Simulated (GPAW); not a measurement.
BiS:

```xyz
2
Lattice="2.1093 1.2178 3.5005 -2.1093 1.2178 3.5005 0.0000 -2.4356 3.5005" Properties=species:S:1:pos:R:3 pbc="T T T"
Bi    0.0000    0.0000    0.0000
S     0.0000    0.0000    5.2507
```

The cell was built by a generator and needn't be a form met in nature.

Base run:

- Program: GPAW 26.7.0
- Functional: AM05
- Potentials or basis: PAW data sets generated in the run's folder for this functional
- Cutoff: 600 eV
- Basis: pw
- k mesh: 8 × 8 × 8
- Occupations: fermi-dirac, width 0.05 eV
- Spin: no spin polarisation

Its results: band gap on the k mesh none (metal or under the smearing width); pressure -4.0 GPa.

Q: The run is repeated on the same cell with these changes: functional from AM05 to PW91. What comes out?

A: Band gap on the k mesh none (metal or under the smearing width); pressure -1.5 GPa.

PW91 binds less tightly than AM05, so the same cell stands under more pressure.

Caveats: spin-orbit coupling is left out, which moves the levels of the heavy elements.
